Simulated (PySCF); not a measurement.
**The bond of BeSb−, level by level**

One table from this session's results is given with a row withheld; the runs are named, their logs left out.

Method: Be def2-SVPD, Sb def2-SVPD with ECP28, scalar-relativistic core potentials; program: PySCF 2.14.0.

3 further runs of the same task are left out: 3 set aside as unsound or not needed.

Set-up of the first run:

Settings of the job:

```yaml
atoms: Be, Sb
charge: -1
basis: Be def2-SVPD, Sb def2-SVPD with ECP28
Hamiltonian: scalar-relativistic core potentials
basis_functions: 44
electrons_treated: 28
masses_in_u: 9.0122, 120.9038
levels: PBE0, PBE, r²SCAN, B2PLYP, PW91, revPBE
grid: 80 radial by 434 angular points
occupations: held fixed by the projection of orbital angular momentum
dissociation_limit: Be + Sb−, each in its ground configuration
starting_distance_in_angstrom: 2.425
values_of_2S_to_try: 0, 2
```

On the command line:

```bash
$ OMP_NUM_THREADS=1 python dia.py task.json out
```

Among the steps run: The job; PBE0 along the bond; Other states along the same grid; PBE (GGA); r²SCAN (meta-GGA); B2PLYP (double hybrid); PW91; revPBE (GGA).

One of the session's tables, all rows but one given; the rest of the session is left out.

It belongs to the step «The curves together». Energy (eV) from each level's lowest point:

```
R (Å)    PBE  revPBE   PW91  r²SCAN   PBE0
1.963  0.743   0.784  0.733   0.733  0.708
2.055  0.341   0.369  0.334   0.329  0.313
2.146  0.113   0.129  0.110   0.105  0.096
2.215  0.029   0.037  0.027   0.024  0.020
2.283  0.000   0.000  0.000   0.000  0.000
2.352  0.014   0.007  0.016   0.020  0.024
2.443  0.082   0.066  0.085   0.097  0.104
2.557  0.220   0.192  0.225   0.246  0.256
2.694      ?       ?      ?       ?      ?
2.877  0.721   0.666  0.729   0.780  0.780
```

Estimate the missing values for R (Å) = 2.694.

Worked estimate for «PBE». A straight line through the neighbours (2.557, 0.220) and (2.877, 0.721) gives 0.220 + (0.721 − 0.220) × (2.694 − 2.557) / (2.877 − 2.557) = 0.434; a parabola fitted to 3 rows on both sides gives 0.414.

As computed: PBE: 0.426; revPBE: 0.386; PW91: 0.433; r²SCAN: 0.467; PBE0: 0.476. In «PBE» the line misses by +0.008 and the parabola by -0.012.
